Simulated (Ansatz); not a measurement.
# C₂H₇NO₂Si: up Jacob's ladder to CCSD(T)

One table from this session's results is given with a row withheld; the runs are named, their logs left out.

Method: functionals in def2-TZVPP, the program's frozen cores in correlated methods; program: Ansatz 0.2.0, Gaussian basis.

Levels to be run: PBE-D4, r2SCAN-D4, PBE0-D4, B3LYP-D4, ωB97X-V, ωB97M-V, B2PLYP; CCSD(T)/def2-TZVPP; MP2/def2-QZVPP; extrapolation to the limit.

### The geometry

An earlier PBE0-D4 in a triple-zeta def2 set relaxation fixed the geometry.

13 atoms, charge 0, spin multiplicity 1.

Atoms are counted from 1 here; the program's logs count them from 0.

Bond lengths: C1–C2 1.331 Å, C1–H7 1.087 Å, C1–H8 1.087 Å, C2–Si3 1.850 Å, C2–H9 1.089 Å, Si3–N4 1.712 Å, Si3–O5 1.648 Å, Si3–O6 1.640 Å, N4–H10 1.008 Å, N4–H11 1.008 Å, O5–H12 0.958 Å, O6–H13 0.958 Å. Angles: C2–C1–H7 121.4°, C2–C1–H8 122.3°, H7–C1–H8 116.3°, C1–C2–Si3 123.6°, C1–C2–H9 118.2°, Si3–C2–H9 118.2°, C2–Si3–N4 107.7°, C2–Si3–O5 115.6°, C2–Si3–O6 105.1°, N4–Si3–O5 106.6°, N4–Si3–O6 117.9°, O5–Si3–O6 104.4°, Si3–N4–H10 119.9°, Si3–N4–H11 119.8°, H10–N4–H11 110.9°, Si3–O5–H12 116.1°, Si3–O6–H13 117.0°.

The first run:

Contents of in.yaml:

```yaml
crystal:
  periodic: [false, false, false]
  atoms:
    - {symbol: C, position_ang: [-0.648540, -1.062168, 1.721521]}
    - {symbol: C, position_ang: [-0.579791, 0.166630, 1.214880]}
    - {symbol: Si, position_ang: [0.095894, 0.543789, -0.466004]}
    - {symbol: N, position_ang: [1.107652, -0.758431, -0.924836]}
    - {symbol: O, position_ang: [-1.025491, 0.712485, -1.662002]}
    - {symbol: O, position_ang: [0.773858, 2.031281, -0.330423]}
    - {symbol: H, position_ang: [-0.291588, -1.924533, 1.165001]}
    - {symbol: H, position_ang: [-1.061580, -1.262151, 2.706657]}
    - {symbol: H, position_ang: [-0.954627, 0.993016, 1.816436]}
    - {symbol: H, position_ang: [1.827729, -1.079637, -0.297531]}
    - {symbol: H, position_ang: [1.400796, -0.850320, -1.884452]}
    - {symbol: H, position_ang: [-1.503138, -0.081222, -1.906731]}
    - {symbol: H, position_ang: [0.879326, 2.536559, -1.137616]}
basis:
  gaussian: {orbitals: def2-TZVPP}
hamiltonian: {xc: pbe, dispersion: d4}
output: {forces: true, orbitals: {seedname: orbitals}}
```

Command:

```console
$ ansatz run in.yaml --threads 2 --pin off --events-out ev --progress --plain --max-ram 22528MiB --backend cuda --devices 0, --max-vram 18GiB
```

Among the steps run: PBE-D4 (GGA); r2SCAN-D4 (meta-GGA); PBE0-D4 (hybrid); B3LYP-D4 (hybrid); ωB97X-V (range-separated); ωB97M-V (range-separated); B2PLYP (double hybrid); CCSD(T) in def2-TZVPP; MP2 in def2-QZVPP.

One table of the session follows, with a row left open; its other results are not shown here.

```
            method  atomisation energy (kcal/mol)
            PBE-D4                         1280.5
         r2SCAN-D4                         1257.3
           PBE0-D4                         1253.5
          B3LYP-D4                         1257.1
           ωB97X-V                              ?
           ωB97M-V                         1263.1
            B2PLYP                         1245.3
     HF/def2-TZVPP                          895.4
    MP2/def2-TZVPP                         1251.0
   CCSD/def2-TZVPP                         1204.4
CCSD(T)/def2-TZVPP                         1224.2
           MP2/CBS                         1288.7
       CCSD(T)/CBS                         1261.9
```

**Question.** Estimate the row for ωB97X-V.

**Answer.** atomisation energy (kcal/mol): 1259.3. In the column «atomisation energy (kcal/mol)» it lies between r2SCAN-D4 (1257.3) and CCSD(T)/CBS (1261.9).

To keep in mind: Free atoms (2 C, 1 Si, 1 N, 2 O, 7 H) were run apart at each level; the atomisation energy is their sum less the molecule, without zero-point or spin-orbit terms.
